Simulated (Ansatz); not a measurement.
What does this script print? It uses the Ansatz DFT code, driven from Python.

`xc_rb3tl.py`
```python
# -*- coding: utf-8 -*-
'''Functional comparison for Rb3Tl (totals differ with the potentials too).'''

import csv

import ansatz


def main():
    crystal = (
        ansatz.Lattice.fcc(9.82464)
        .space_group(225)
        .atom('Rb', (0.25, 0.75, 0.75))
        .atom('Rb', (0.5, 0.0, 0.0))
        .atom('Tl', (0.0, 0.0, 0.0))
        .primitive()
    )

    calculation = crystal.calculation().kpoints(5).occupations('fermi_dirac', width=0.1)

    rows = []
    for value in ['lda', 'blyp', 'pbesol']:
        rep = calculation.functional(value).run(threads=1).report
        rows.append((value, rep['free_energy_ev'] / len(rep['lattice']['sites']), rep['n_iterations'], rep['n_kpoints']))

    with open('xc.csv', 'w', newline='') as handle:
        writer = csv.writer(handle)
        writer.writerow(['functional', 'F/atom (eV)', 'iterations', 'k-points'])
        writer.writerows([round(v, 5) if isinstance(v, float) else v for v in row] for row in rows)
    print(open('xc.csv').read())


if __name__ == '__main__':
    main()
```

Output of `python xc_rb3tl.py`:
```text
DeckWarning: basis.ecutwfc = 420 eV, auto-derived from the records' recommended cutoffs: set by Rb (normal level)
functional,F/atom (eV),iterations,k-points
lda,-5164.65425,7,10
blyp,-5327.77117,8,10
pbesol,-5236.60187,7,10
```
(Warnings from the package without file and line.)

Caveats:
- BLYP can be off by several per cent in the lattices of metals, and by several GPa in the pressure at a fixed cell.
- The mesh is modest for a metal, so energies can be off by several to tens of meV an atom and pressures by half a GPa or more; differences at equal mesh fare better.
- Spin-orbit coupling, which matters for elements this heavy, is left out.
- This cell is a computed structure, which may not be the phase found in nature.
- Total energies of different functionals can't be compared; pressures, moments and gaps at this one structure can.
- Run time: 8.4 s on 1 thread of Arm Neoverse V1, on a shared host, peak memory 0.49 GiB.

(A comment or docstring line of the script was reworded after the run, the code is as it ran; lines on the test bed's own set-up are left out of the output.)
